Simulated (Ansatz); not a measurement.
# CH₃F₂NSi: a ladder of functionals and wavefunction methods

An exercise on one series of results from a longer session: the logs are not shown, and one member is left open.

Program: Ansatz 0.2.0, Gaussian basis. Level of theory: functionals in def2-TZVPP, the program's frozen cores in correlated methods. These are calculated values, not measurements.

The runs, in order: LDA (SPW92), PBE-D4, revPBE-D4, BLYP-D4, r2SCAN-D4, B97M-V, PBE0-D4, B3LYP-D4, r2SCANh-D4, r2SCAN0-D4, HSE06-D4, BHLYP-D4, CAM-B3LYP-D4, LC-ωPBE, ωB97X-V, ωB97M-V, B2PLYP, PBE-QIDH; CCSD(T)/def2-SVP; CCSD(T)/def2-TZVPP; MP2/def2-QZVPP; extrapolation to the limit; RPA on PBE.

### The geometry

An earlier PBE0-D4 in a triple-zeta def2 set relaxation fixed the geometry.

8 atoms, charge 0, spin multiplicity 1.

Atoms are counted from 1 here; the program's logs count them from 0.

Bond lengths: F1–C2 1.333 Å, C2–N3 1.234 Å, C2–H6 1.093 Å, N3–Si4 1.711 Å, Si4–F5 1.602 Å, Si4–H7 1.477 Å, Si4–H8 1.477 Å. Angles: F1–C2–N3 121.2°, F1–C2–H6 109.4°, N3–C2–H6 129.3°, C2–N3–Si4 130.5°, N3–Si4–F5 112.0°, N3–Si4–H7 108.2°, N3–Si4–H8 108.2°, F5–Si4–H7 107.7°, F5–Si4–H8 107.7°, H7–Si4–H8 113.0°.

The first run:

The input, in.yaml:

```yaml
crystal:
  periodic: [false, false, false]
  atoms:
    - {symbol: F, position_ang: [-1.700075, 1.744921, 1.206717]}
    - {symbol: C, position_ang: [-0.966059, 0.686813, 0.861118]}
    - {symbol: N, position_ang: [-0.219997, 0.719036, -0.121757]}
    - {symbol: Si, position_ang: [0.812078, -0.480088, -0.772199]}
    - {symbol: F, position_ang: [0.759608, -1.840633, 0.071837]}
    - {symbol: H, position_ang: [-1.150336, -0.129133, 1.564570]}
    - {symbol: H, position_ang: [2.198070, 0.026703, -0.721862]}
    - {symbol: H, position_ang: [0.358911, -0.784719, -2.144125]}
basis:
  gaussian: {orbitals: def2-TZVPP}
hamiltonian: {xc: lda}
output: {orbitals: {seedname: orbitals}}
```

On the command line:

```console
ansatz run in.yaml --threads 2 --pin off --events-out ev --progress --plain --max-ram 4352MiB
```

Among the steps run: LDA; PBE-D4 (GGA); revPBE-D4 (GGA); BLYP-D4 (GGA); r2SCAN-D4 (meta-GGA); B97M-V (meta-GGA); PBE0-D4 (hybrid); B3LYP-D4 (hybrid); r2SCANh-D4 (hybrid); r2SCAN0-D4 (hybrid); HSE06-D4 (hybrid); BHLYP-D4 (hybrid); CAM-B3LYP-D4 (range-separated); LC-ωPBE (range-separated); ωB97X-V (range-separated); ωB97M-V (range-separated); B2PLYP (double hybrid); PBE-QIDH (double hybrid).

One table of the session follows, with a row left open; its other results are not shown here.

It belongs to the step «Orbital energies across the functionals». 

| functional | HOMO (eV) | gap (eV) |
| --- | --- | --- |
| LDA (SPW92) | ? | ? |
| PBE-D4 | -7.19 | 5.20 |
| revPBE-D4 | -7.11 | 5.23 |
| BLYP-D4 | -7.07 | 5.21 |
| r2SCAN-D4 | -7.50 | 5.73 |
| B97M-V | -7.64 | 5.94 |
| PBE0-D4 | -8.69 | 7.79 |
| B3LYP-D4 | -8.44 | 7.28 |
| r2SCANh-D4 | -8.06 | 6.69 |
| r2SCAN0-D4 | -8.91 | 8.14 |
| HSE06-D4 | -8.28 | 6.99 |
| BHLYP-D4 | -10.13 | 10.43 |
| CAM-B3LYP-D4 | -10.15 | 10.45 |
| LC-ωPBE | -11.51 | 13.07 |
| ωB97X-V | -11.15 | 12.64 |
| ωB97M-V | -11.07 | 12.45 |

**Question.** Estimate the row for LDA (SPW92).

The run gave: HOMO (eV): -7.38; gap (eV): 5.12. In the column «HOMO (eV)» it lies between r2SCAN-D4 (-7.50) and PBE-D4 (-7.19).
